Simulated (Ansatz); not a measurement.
## C₂HAlClF, SMILES C#[C][Al]([F])[Cl]: a single point in a Gaussian basis, step by step

With Ansatz 0.2.0 through its Python package.

Input file `c2halclf.xyz`:
```text
6

C     0.11830    0.53390    1.84810
C     0.01940    0.17400    0.70020
Al   -0.08480   -0.46810   -1.14090
F    -0.46690   -2.15980   -1.46390
Cl    0.34540    0.90830   -2.82150
H     0.11080    0.94770    2.83180
```

Notebook, run cell by cell (the value of a cell's last expression is shown):

**Cell 1**
```python
from pathlib import Path

import ansatz as az
import numpy as np
```

**Cell 2**
```python
geometry = az.Crystal.molecule_from_extxyz('c2halclf.xyz')

base = geometry.calculation()
base = base.basis(gaussian='def2-TZVP').functional('b3lyp')
base = base.scf(lower_state_search='light')
base = base.forces()
base = base.orbitals()
outcome = base.run(threads=1, backend='cpu', runs_dir='c2halclf_runs')
summary = outcome.report
```

**Cell 3**
```python
summary['n_occupied'], summary['n_virtual']
```
Output:
```text
([26, 26], [147, 147])
```

**Cell 4**
```python
type(outcome).__name__, type(summary).__name__
```
Output:
```text
('RunOutcome', 'dict')
```

**Cell 5**
```python
sorted(key for key in summary if key.endswith('_ev'))
```
Output:
```text
['free_energy_ev', 'reference_energy_ev']
```

**Cell 6**
```python
print('reference energy %16.6f eV' % summary['reference_energy_ev'])
print('total energy     %16.6f eV' % summary['free_energy_ev'])
print('occupied orbitals outside the frozen core (up, down):', summary['n_occupied'], ' frozen:', summary['n_frozen'], ' virtual:', summary['n_virtual'])
```
Output:
```text
reference energy    -23932.550065 eV
total energy        -23932.550065 eV
occupied orbitals outside the frozen core (up, down): [26, 26]  frozen: 0  virtual: [147, 147]
```

**Cell 7**
```python
state = summary['mean_field']['state']
print(f'mean field: {state["energy"]["hartree"]:.7f} Ha, <S^2> = {abs(state["spin_squared"]):.4f}, stability: {state.get("stability", {}).get("kind")}')

symbols = [site.symbol for site in geometry.cartesian_sites]
print('forces (eV/A)')
for symbol, f in zip(symbols, summary['forces_ev_ang']):
    print(f'  {symbol:2s} {f[0]:9.4f} {f[1]:9.4f} {f[2]:9.4f}')
```
Output:
```text
mean field: -879.5049928 Ha, <S^2> = 0.0000, stability: minimum
forces (eV/A)
  C    -0.2595    0.3250    0.1084
  C    -0.0002   -0.6370   -1.3477
  Al   -0.0723   -1.0120   -0.5157
  F     0.5773    2.6784    0.4426
  Cl   -0.3926   -1.1934    1.3345
  H     0.1473   -0.1609   -0.0222
```

**Cell 8**
```python
charges = summary['charge_distribution']
print('dipole moment', round(4.803205 * float(np.linalg.norm(charges['dipole_moment_e_ang'])), 3), 'D')
print('Mulliken:', [(s, round(q, 3)) for s, q in zip(symbols, charges['mulliken_charges_e'])])
```
Output:
```text
dipole moment 2.304 D
Mulliken: [('C', 0.004), ('C', -0.376), ('Al', 0.809), ('F', -0.369), ('Cl', -0.263), ('H', 0.196)]
```

**Cell 9**
```python
lines = Path(summary['orbitals_path']).read_text().splitlines()
field_of = lambda key: [line.split('=')[1].strip() for line in lines if line.startswith(key)]
orbitals = [(27.211386 * float(e), s, float(n)) for e, s, n in zip(field_of('Ene='), field_of('Spin='), field_of('Occup='))]
homo = max(e for e, _, n in orbitals if n > 0.5)
lumo = min(e for e, _, n in orbitals if n < 0.5)
for e, spin, n in sorted(orbitals):
    if homo - 15 < e < lumo + 5:
        print(f'{spin:6s} {e:10.3f} eV  occupation {n:.0f}')
```
Output:
```text
Alpha     -22.224 eV  occupation 2
Alpha     -20.941 eV  occupation 2
Alpha     -15.447 eV  occupation 2
Alpha     -13.226 eV  occupation 2
Alpha     -11.862 eV  occupation 2
Alpha     -11.312 eV  occupation 2
Alpha     -11.258 eV  occupation 2
Alpha     -10.502 eV  occupation 2
Alpha      -9.346 eV  occupation 2
Alpha      -9.214 eV  occupation 2
Alpha      -8.674 eV  occupation 2
Alpha      -8.567 eV  occupation 2
Alpha      -2.063 eV  occupation 0
Alpha      -1.698 eV  occupation 0
Alpha      -0.719 eV  occupation 0
Alpha       0.784 eV  occupation 0
Alpha       1.629 eV  occupation 0
Alpha       1.693 eV  occupation 0
Alpha       2.209 eV  occupation 0
Alpha       2.484 eV  occupation 0
```

Notes:
- The settings weren't tested for convergence.
- The geometry is a force-field or estimated start, not a minimum of this method, and the basis set is short of its limit.
- Alpha marks a spatial orbital of a restricted run, filled by both spins.
- b3lyp holds the VWN-RPA fit, as in Gaussian; the form of ORCA and Turbomole is b3lyp5.
- Levels such as HOMO and LUMO are orbital energies: with these approximate functionals they aren't the ionisation energy and electron affinity, and their gap isn't the fundamental gap.
- The whole script took 7.7 s on 1 thread of Arm Neoverse V1, with other jobs on the host, peak memory 0.41 GiB.

(Lines on the test bed's own set-up are left out of the output.)
